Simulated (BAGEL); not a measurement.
# C4H2Be (Be(CCH)2): HF/cc-pVDZ (density fitting with qzvpp-jkfit)

What is the energy change on altering one bond length of C4H2Be (Be(CCH)2) at HF/cc-pVDZ (density fitting with qzvpp-jkfit)? 

The results are computed with BAGEL 1.2.2.

6 further runs of the same task are left out: 6 set aside as unsound or not needed. Runs told in other sessions of the task aren't counted.

### Step 1. The system as given

The species is C4H2Be (7 atoms), meant as a singlet with charge 0. As SMILES, `C#[C][Be][C]#C`. The shape comes from GFN2-xTB, which is rough for such elements, and wasn't checked as a minimum.

Bond lengths: Be1–C2 1.658 Å, C2–C3 1.208 Å, Be1–C5 1.658 Å, C5–C6 1.208 Å, C3–H4 1.055 Å, C6–H7 1.055 Å. Angles: Be1–C2–C3 179.9°, C2–Be1–C5 179.7°, Be1–C5–C6 179.7°, C2–C3–H4 179.9°, C5–C6–H7 179.8°.

### Step 2. The energy at HF/cc-pVDZ (density fitting with qzvpp-jkfit)

Input file input.json:

```json
{ "bagel" : [

{
  "title" : "molecule",
  "basis" : "cc-pvdz.json",
  "df_basis" : "qzvpp-jkfit",
  "angstrom" : true,
  "geometry" : [
    { "atom" : "Be", "xyz" : [       0.000620,       0.010690,       0.000080 ] },
    { "atom" : "C", "xyz" : [       0.002220,      -0.005280,       1.658240 ] },
    { "atom" : "C", "xyz" : [       0.003160,      -0.019850,       2.865860 ] },
    { "atom" : "H", "xyz" : [       0.005080,      -0.031460,       3.921240 ] },
    { "atom" : "C", "xyz" : [      -0.000550,       0.017160,      -1.658180 ] },
    { "atom" : "C", "xyz" : [      -0.002660,       0.015280,      -2.865890 ] },
    { "atom" : "H", "xyz" : [      -0.007880,       0.013460,      -3.921350 ] }
  ]
},

{
  "title" : "hf"
},

{
  "title" : "print",
  "file" : "orbitals.molden",
  "orbitals" : true
}

]}
```

The basis set cc-pVDZ is read from a file made from the Basis Set Exchange's data (not shown).

Launch:

```sh
$ BAGEL_NUM_THREADS=1 BAGEL input.json > input.out
```

The program printed:

```text
* using 1 threads per process

  ===============================================================
  ===============================================================

  *** Geometry ***

  { "atom" : "Be", "xyz" : [      0.001172,      0.020201,      0.000151 ] },
  { "atom" : "C", "xyz" : [      0.004195,     -0.009978,      3.133619 ] },
  { "atom" : "C", "xyz" : [      0.005972,     -0.037511,      5.415691 ] },
  { "atom" : "H", "xyz" : [      0.009600,     -0.059451,      7.410070 ] },
  { "atom" : "C", "xyz" : [     -0.001039,      0.032428,     -3.133506 ] },
  { "atom" : "C", "xyz" : [     -0.005027,      0.028875,     -5.415747 ] },
  { "atom" : "H", "xyz" : [     -0.014891,      0.025436,     -7.410278 ] },

  Number of auxiliary basis functions:      387

  Since a DF basis is specified, we compute 2- and 3-index integrals:
    o Being stored without compression. Storage requirement is 0.020 GB

  Number of basis functions:       80
  Number of electrons      :       30

    * METHOD: MOLECULE                             0.14

  *** RHF ***

  === Nuclear Repulsion ===
    85.2606730642

      * DIIS with orbital gradients will be used.

  === RHF iteration (cc-pvdz.json) ===
      0       -167.05075841          0.01662826           0.03
      1       -167.17364882          0.00800647           0.03
      2       -167.19595771          0.00244229           0.03
      3       -167.19826283          0.00097409           0.03
      4       -167.19870637          0.00004613           0.03
      5       -167.19870914          0.00001201           0.03
      6       -167.19870928          0.00000233           0.03
      7       -167.19870928          0.00000054           0.03
      8       -167.19870928          0.00000016           0.03
      9       -167.19870928          0.00000005           0.03
     10       -167.19870928          0.00000001           0.03
    * SCF iteration converged.

    * Permanent dipole moment:
           (    0.001944,    -0.000151,    -0.000074) a.u.

    * METHOD: HF                                   0.44

    * METHOD: PRINT                                0.02

  ===============================================================
```

Run time: 0.72 s. Hardware: 1 thread of Arm Neoverse V1, shared host.

### Step 3. The distorted shape at the same level

Input file calc.json:

```json
{ "bagel": [

{
  "title": "molecule",
  "basis": "cc-pvdz.json",
  "df_basis": "qzvpp-jkfit",
  "angstrom": "true",
  "geometry": [
    { "atom": "Be", "xyz": [   -0.001300,    0.029854,   -1.989689 ] },
    { "atom": "C", "xyz": [    0.002220,   -0.005280,    1.658240 ] },
    { "atom": "C", "xyz": [    0.003160,   -0.019850,    2.865860 ] },
    { "atom": "H", "xyz": [    0.005080,   -0.031460,    3.921240 ] },
    { "atom": "C", "xyz": [   -0.002470,    0.036324,   -3.647949 ] },
    { "atom": "C", "xyz": [   -0.004580,    0.034444,   -4.855659 ] },
    { "atom": "H", "xyz": [   -0.009800,    0.032624,   -5.911119 ] }
  ]
},
{
  "title": "hf"
},
{
  "title": "print",
  "file": "orbitals.molden",
  "orbitals": "true"
}

]}
```

The basis set cc-pVDZ is read from a file made from the Basis Set Exchange's data (not shown).

Launch:

```sh
$ BAGEL_NUM_THREADS=1 BAGEL calc.json > calc.out
```

The program printed:

```text
* using 1 threads per process

  ===============================================================
  ===============================================================

  *** Geometry ***

  { "atom" : "Be", "xyz" : [     -0.002457,      0.056416,     -3.759967 ] },
  { "atom" : "C", "xyz" : [      0.004195,     -0.009978,      3.133619 ] },
  { "atom" : "C", "xyz" : [      0.005972,     -0.037511,      5.415691 ] },
  { "atom" : "H", "xyz" : [      0.009600,     -0.059451,      7.410070 ] },
  { "atom" : "C", "xyz" : [     -0.004668,      0.068642,     -6.893625 ] },
  { "atom" : "C", "xyz" : [     -0.008655,      0.065090,     -9.175866 ] },
  { "atom" : "H", "xyz" : [     -0.018519,      0.061650,    -11.170396 ] },

  Number of auxiliary basis functions:      387

  Since a DF basis is specified, we compute 2- and 3-index integrals:
    o Being stored without compression. Storage requirement is 0.020 GB

  Number of basis functions:       80
  Number of electrons      :       30

    * METHOD: MOLECULE                             0.14

  *** RHF ***

  === Nuclear Repulsion ===
    72.9774722389

      * DIIS with orbital gradients will be used.

  === RHF iteration (cc-pvdz.json) ===
      0       -166.72298459          0.01871915           0.03
      1       -166.88190736          0.01287996           0.03
      2       -166.95890689          0.00302815           0.03
      3       -166.96455795          0.00154086           0.03
      4       -166.96589630          0.00028359           0.03
      5       -166.96597306          0.00014027           0.03
      6       -166.96599018          0.00006132           0.03
      7       -166.96599542          0.00002254           0.03
      8       -166.96599594          0.00000760           0.03
      9       -166.96599601          0.00000446           0.03
     10       -166.96599603          0.00000180           0.03
     11       -166.96599603          0.00000080           0.03
     12       -166.96599603          0.00000047           0.03
     13       -166.96599603          0.00000028           0.03
     14       -166.96599603          0.00000015           0.03
     15       -166.96599603          0.00000008           0.03
     16       -166.96599603          0.00000004           0.03
     17       -166.96599603          0.00000002           0.03
     18       -166.96599603          0.00000001           0.03
    * SCF iteration converged.

    * Permanent dipole moment:
           (    0.005745,    -0.033931,     3.878016) a.u.

    * METHOD: HF                                   0.72

    * METHOD: PRINT                                0.02

  ===============================================================
```

Wall time 1 s (1 thread of Arm Neoverse V1, shared host).

### Step 4. Outcome

Level: HF/cc-pVDZ (density fitting with qzvpp-jkfit).

| quantity | value |
| --- | --- |
| first shape: total energy | -167.19871 Eh |
| first shape: dipole moment | 0.00 D |
| first shape: HOMO energy | -10.72 eV |
| first shape: LUMO energy | 1.86 eV |
| first shape: HOMO–LUMO gap | 12.57 eV |
| distorted shape: total energy | -166.96600 Eh |
| distorted shape: dipole moment | 9.86 D |
| distorted shape: HOMO energy | -8.45 eV |
| distorted shape: LUMO energy | -1.57 eV |
| distorted shape: HOMO–LUMO gap | 6.88 eV |
| energy change with the Be1–C2 bond stretched from 1.658 to 3.648 Å | 6.332 eV |

What this shows: One bond (distorted shape) is far stretched, which a spin-restricted single reference describes badly; a broken-symmetry solution may lie lower. With the Be1–C2 bond stretched from 1.658 to 3.648 Å the energy rises by 6.33 eV (611 kJ/mol). The first shape isn't relaxed at this level, so the change isn't measured from a minimum. A restricted reference can't describe the breaking bond well at this length.
